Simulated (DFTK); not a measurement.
The system is HPbNO4.

```
CELL_PARAMETERS angstrom
6.85876 0.00000 -0.01491
0.00000 4.22865 0.00000
-3.37519 0.00000 7.28194
ATOMIC_POSITIONS crystal
H 0.22549 0.75000 0.50730
H 0.77451 0.25000 0.49270
Pb 0.30229 0.25000 0.28494
Pb 0.69771 0.75000 0.71506
N 0.21484 0.75000 0.83567
N 0.78516 0.25000 0.16433
O 0.33078 0.75000 0.45338
O 0.40909 0.75000 0.86901
O 0.15508 0.75000 0.96537
O 0.07083 0.75000 0.66955
O 0.66922 0.25000 0.54661
O 0.59091 0.25000 0.13099
O 0.84492 0.25000 0.03463
O 0.92917 0.25000 0.33045
```

The cell was built by a generator and needn't be a form met in nature.

Program: DFTK 0.8.2. Alike in all runs: task single point; potentials or basis SG15 1.2 (PBE); no spin polarisation; cell as given; k mesh 2 × 3 × 2; cutoff (eV) 1225; smearing fermi-dirac 0.05 eV; the mesh is coarse, so values aren't converged.

Q: Order these runs on this cell by their pressure, lowest first.
A. level LDA
B. level BLYP
C. level PBEsol

A: A (-3.6 GPa), C (-1.9 GPa), B (2.5 GPa).

Caveats: all runs use coarse meshes; the potentials were made for another functional, which shifts forces and pressure.

Runs at the PBE level aren't shown here.
